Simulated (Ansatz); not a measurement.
The system is In.

```
In
1.0
     1.66964    0.96397    8.20746
    -1.66964    0.96397    8.20746
     0.00000   -1.92793    8.20746
In
3
Direct
  0.22199 0.22199 0.22199
  0.77801 0.77801 0.77801
  0.00000 0.00000 0.00000
```

This isn't the form of In at room conditions, which is tetragonal.

- Program: Ansatz 0.2.0
- Task: single point
- Functional: PBEsol
- Potentials or basis: all-electron LAPW, scalar-relativistic
- Cutoff: 167 eV (chosen from the basis error)
- Basis error allowed: 0.001 eV/atom
- k mesh: 9 × 9 × 9
- Occupations: fermi-dirac, width 0.05 eV
- Spin: no spin polarisation

On this cell: pressure -1.1 GPa; largest force 0.024 eV/Å; band gap on the k mesh none (metal or under the smearing width).

The same run follows on a disturbed copy (atoms moved at random, drawn with an rms of 0.05 Å):

```
In
1.0
     1.66964    0.96397    8.20746
    -1.66964    0.96397    8.20746
     0.00000   -1.92793    8.20746
In
3
Direct
  0.21741 0.20580 0.23656
  0.77597 0.77802 0.77960
  0.99157 0.99644 0.00862
```

Question: What changes?

Answer: The energy (extrapolated to zero smearing) moves by +0.3 meV/atom; pressure -1.1 GPa; largest force 0.059 eV/Å; band gap on the k mesh none (metal or under the smearing width).

Forces in eV/Å, atoms in the order of the input:
```
In  -0.002  0.004  0.059
In   0.002 -0.005 -0.059
In   0.001  0.000  0.001
```

Stress tensor (GPa, compression positive):
```
-0.89  0.02  0.01
 0.02 -0.81 -0.01
 0.01 -0.01 -1.51
```
